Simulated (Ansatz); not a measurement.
# F6P: the cost of one run

Computed with Ansatz 0.2.0, Gaussian basis. Level: the settings change from run to run.

## 1. The relaxed structure

An earlier PBE0-D4 in a triple-zeta def2 set relaxation fixed the geometry.

7 atoms, charge -1, spin multiplicity 1.

Atoms are counted from 1 here; the program's logs count them from 0.

Bond lengths: F1–P2 1.619 Å, P2–F3 1.619 Å, P2–F4 1.619 Å, P2–F5 1.619 Å, P2–F6 1.619 Å, P2–F7 1.619 Å. Angles: F1–P2–F3 90.0°, F1–P2–F4 90.0°, F1–P2–F5 90.0°, F1–P2–F6 90.0°, F1–P2–F7 180.0°, F3–P2–F4 90.0°, F3–P2–F5 180.0°, F3–P2–F6 90.0°, F3–P2–F7 90.0°, F4–P2–F5 90.0°, F4–P2–F6 180.0°, F4–P2–F7 90.0°, F5–P2–F6 90.0°, F5–P2–F7 90.0°, F6–P2–F7 90.0°.

## 2. revPBE0/cc-pCVTZ

This run has D3(BJ) with three-body dispersion, high accuracy.

Input file in.yaml:

```yaml
crystal:
  periodic: [false, false, false]
  atoms:
    - {symbol: F, position_ang: [-0.149579, -0.969855, 1.287103]}
    - {symbol: P, position_ang: [0.000000, 0.000003, 0.000002]}
    - {symbol: F, position_ang: [-1.609195, 0.019325, -0.172466]}
    - {symbol: F, position_ang: [0.087948, -1.295637, -0.966027]}
    - {symbol: F, position_ang: [1.609197, -0.019320, 0.172451]}
    - {symbol: F, position_ang: [-0.087948, 1.295633, 0.966045]}
    - {symbol: F, position_ang: [0.149577, 0.969851, -1.287108]}
basis:
  gaussian: {orbitals: cc-pCVTZ}
total_charge: -1
hamiltonian: {xc: {name: revPBE0}, dispersion: d3bjatm}
accuracy: high
```

Launch:

```bash
$ ansatz run in.yaml --threads 4 --pin off --events-out ev --progress --plain --max-ram 10444MiB
```

**Question.** How long does this run take on 4 threads of Arm Neoverse V1, shared host, and how much memory does it need?

About 20 s, with a peak of 2.5 GiB.
